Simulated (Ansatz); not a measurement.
# FH₂IO₂Ti: basis-set convergence

One table from this session's results is given with a row withheld; the runs are named, their logs left out.

Method: one geometry, several basis sets; program: Ansatz 0.2.0, Gaussian basis.

Plan: PBE0-D4/def2-SVP; ωB97M-V/def2-SVP; PBE0-D4/def2-QZVPP; ωB97M-V/def2-QZVPP; the functionals' def2-TZVPP values are taken from earlier runs.

## The geometry

An earlier PBE0-D4 in a triple-zeta def2 set relaxation fixed the geometry. I takes the def2 core potential; no spin-orbit term is included.

7 atoms, charge 0, spin multiplicity 1.

Atoms are counted from 1 here; the program's logs count them from 0.

Bond lengths: O1–Ti2 1.763 Å, O1–H6 0.958 Å, Ti2–O3 1.771 Å, Ti2–F4 1.752 Å, Ti2–I5 2.587 Å, O3–H7 0.959 Å. Angles: Ti2–O1–H6 141.5°, O1–Ti2–O3 109.8°, O1–Ti2–F4 110.9°, O1–Ti2–I5 108.0°, O3–Ti2–F4 110.0°, O3–Ti2–I5 109.5°, F4–Ti2–I5 108.7°, Ti2–O3–H7 133.4°.

Set-up of the first run:

File in.yaml:

```yaml
crystal:
  periodic: [false, false, false]
  atoms:
    - {symbol: O, position_ang: [-1.083666, 0.196572, 0.987358]}
    - {symbol: Ti, position_ang: [-0.009526, -0.088608, -0.381425]}
    - {symbol: O, position_ang: [1.545096, -0.709048, 0.196836]}
    - {symbol: F, position_ang: [-0.723431, -1.221548, -1.510952]}
    - {symbol: I, position_ang: [0.356560, 2.168143, -1.592632]}
    - {symbol: H, position_ang: [-2.012351, 0.272779, 1.208087]}
    - {symbol: H, position_ang: [1.988518, -0.686287, 1.047028]}
basis:
  gaussian: {orbitals: def2-SVP}
hamiltonian: {xc: pbe0, dispersion: d4}
output: {orbitals: {seedname: orbitals}}
```

The run is started by

```sh
ansatz run in.yaml --threads 4 --pin off --events-out ev --progress --plain --max-ram 10444MiB
```

Steps of the session up to this table: PBE0-D4 in def2-SVP; ωB97M-V in def2-SVP; PBE0-D4 in def2-QZVPP; ωB97M-V in def2-QZVPP.

One of the session's tables, all rows but one given; the rest of the session is left out.

It belongs to the step «Density functionals: the series». 

| functional | basis | HOMO (eV) | LUMO (eV) |
| --- | --- | --- | --- |
| PBE0-D4 | def2-SVP | -7.51 | -2.46 |
| PBE0-D4 | def2-TZVPP | -7.64 | -2.49 |
| PBE0-D4 | def2-QZVPP | -7.65 | -2.50 |
| ωB97M-V | def2-SVP | ? | ? |
| ωB97M-V | def2-TZVPP | -9.70 | -0.31 |
| ωB97M-V | def2-QZVPP | -9.72 | -0.33 |

**Question.** Estimate the row for ωB97M-V, def2-SVP.

As computed: HOMO (eV): -9.53; LUMO (eV): -0.24. In the column «HOMO (eV)» it lies between ωB97M-V, def2-TZVPP (-9.70) and PBE0-D4, def2-QZVPP (-7.65).
